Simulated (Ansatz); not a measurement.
# GeSb2Te4: the cost of one run

Method: DFT PBEsol, scalar-relativistic, plane waves, PAW, in Ansatz 0.2.0.

1 further run of the same task is left out (set aside as unsound or not needed).

## Step 1: The structure to begin with

It takes space group R3m (No. 160, trigonal). The conventional cell has a = 4.234 Å, b = 4.234 Å, c = 40.413 Å, α = 90.00°, β = 90.00°, γ = 120.00°. Ge (site symmetry 3m) is surrounded by 6 Te at 2.82 to 3.16 Å. Sb (site symmetry 3m) is surrounded by 6 Te at 2.98 to 3.18 Å. Sb (site symmetry 3m) is surrounded by 6 Te at 3.01 to 3.12 Å. Te (site symmetry 3m) is surrounded by 3 Ge at 2.82 Å. Te (site symmetry 3m) is surrounded by 3 Sb at 2.98 Å. Te (site symmetry 3m) has 6 Sb at 3.12 to 3.18 Å in its first shell of neighbours. Te (site symmetry 3m) is surrounded by 3 Sb at 3.01 Å and 3 Ge at 3.16 Å.

Structure file:

```
Ge Sb Te
1.0
     2.11706    1.22228   13.47108
    -2.11706    1.22228   13.47108
     0.00000   -2.44457   13.47108
Ge Sb Te
1 2 4
Direct
  0.57048 0.57048 0.57048
  0.42827 0.42827 0.42827
  0.99696 0.99696 0.99696
  0.86880 0.86880 0.86880
  0.13721 0.13721 0.13721
  0.71141 0.71141 0.71141
  0.28687 0.28687 0.28687
```

It goes back to an entry of the Materials Project, which need not be the stable form.

It is the result of an earlier relaxation at this level (volume 29.88 Å³/atom; gap on the mesh: 0.18 eV).

## Step 2: A stricter relaxation

Response runs need a geometry at rest under their own mesh and occupations; hence this stricter relaxation.

input.yaml

```yaml
crystal:
  lattice:
    - [2.1170558391, 1.2222827586, 13.4710789223]
    - [-2.1170558391, 1.2222827586, 13.4710789223]
    - [0.0, -2.4445655172, 13.4710789223]
  atoms:
    - { symbol: Ge, position: [0.5704842063, 0.5704842063, 0.5704842063] }
    - { symbol: Sb, position: [0.4282701778, 0.4282701778, 0.4282701778] }
    - { symbol: Sb, position: [0.9969609798, 0.9969609798, 0.9969609798] }
    - { symbol: Te, position: [0.8687981026, 0.8687981026, 0.8687981026] }
    - { symbol: Te, position: [0.1372050515, 0.1372050515, 0.1372050515] }
    - { symbol: Te, position: [0.7114083695, 0.7114083695, 0.7114083695] }
    - { symbol: Te, position: [0.2868721126, 0.2868721126, 0.2868721126] }
basis:
  ecutwfc: 420
kpoints:
  mp_grid: { grid: [12, 12, 12] }
hamiltonian:
  xc: pbesol
scf:
  occupations: { method: gaussian, width: 0.02 }
output:
  forces: true
  stress: true
  eigenvalues: true
relax:
  adjacent_minimum: "off"
  f_tol: 0.001
  max_steps: 60
  cell: { stress_tol: 0.01 }
```

The run is started by

```
$ ansatz run input.yaml --threads 4 --pin off --max-ram 12288MiB --backend cpu --events-out ev --progress --plain --runs-dir out
```

What time and memory should one allow on 4 threads of Intel Xeon 6975P-C (Granite Rapids), shared host?

About 2.6 min, with a peak of 2 GiB.
